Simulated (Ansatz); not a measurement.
This was printed by a script on Ansatz 0.2.0, Python API, for a ladder of methods at one geometry of ClGaH3OSi, SMILES [SiH3][O][Ga][Cl]. What did the script look like? Settings (for the species named): MP2, def2-SVP basis, multiplicity 2. The script varies method: mp2, ccsd, ccsd_t.

```xyz
7

Si   -0.0347    1.2119    0.1090
O     0.1400   -0.3861   -0.1625
Ga    0.6534   -2.0256   -0.6929
Cl   -0.4736   -3.6702    0.1848
H    -0.1313    1.8979   -1.1837
H     1.1279    1.6754    0.8721
H    -1.2818    1.2966    0.8731
```

```console
$ python methods_clgah3osi.py
Hartree-Fock reference -2747.852722 Ha
mp2      total -2748.453418 Ha  correlation  -16.3458 eV  (93.5 % of the last)
ccsd     total -2748.478580 Ha  correlation  -17.0305 eV  (97.4 % of the last)
ccsd_t   total -2748.495349 Ha  correlation  -17.4868 eV  (100.0 % of the last)
```

One script that gives this output:

Script `methods_clgah3osi.py`:
```python
"""One geometry of ClGaH3OSi, method by method."""

import ansatz


def main() -> None:
    geometry_ang = [
        ("Si", (-0.0347, 1.2119, 0.109)),
        ("O", (0.14, -0.3861, -0.1625)),
        ("Ga", (0.6534, -2.0256, -0.6929)),
        ("Cl", (-0.4736, -3.6702, 0.1848)),
        ("H", (-0.1313, 1.8979, -1.1837)),
        ("H", (1.1279, 1.6754, 0.8721)),
        ("H", (-1.2818, 1.2966, 0.8731)),
    ]
    geometry = ansatz.Crystal.molecule()
    for symbol, xyz in geometry_ang:
        geometry = geometry.atom(symbol, xyz)

    model = (
        geometry.calculation()
        .basis(gaussian="def2-SVP")
        .spin("collinear", total=1)
    )

    methods = ["mp2", "ccsd", "ccsd_t"]
    reports = [model.correlation(m).run(threads=1).report for m in methods]
    print(f"Hartree-Fock reference {reports[0]['reference_energy_ev'] / 27.211386246:.6f} Ha")
    best = reports[-1]["free_energy_ev"] - reports[-1]["reference_energy_ev"]
    for method, each in zip(methods, reports):
        gained = each["free_energy_ev"] - each["reference_energy_ev"]
        print(f"{method:8s} total {each['free_energy_ev'] / 27.211386246:.6f} Ha  correlation {gained:9.4f} eV  ({100 * gained / best:.1f} % of the last)")


if __name__ == "__main__":
    main()
```

Reading the output:
- The settings weren't tested for convergence.
- The geometry is a force-field or estimated start, not a minimum of this method, and the basis set is short of its limit. A lower total doesn't mark the better method: functionals have no common bound, and MP2 and coupled cluster aren't variational.
- The species is open-shell (spin multiplicity 2).
- Inner cores stay frozen; a filled d shell under the valence of the heavier atoms is correlated with it.
- It ran for 89 s on 1 thread of Arm Neoverse V1, on a shared host, peak memory 0.72 GiB.

(Lines on the test bed's own set-up are left out of the output.)
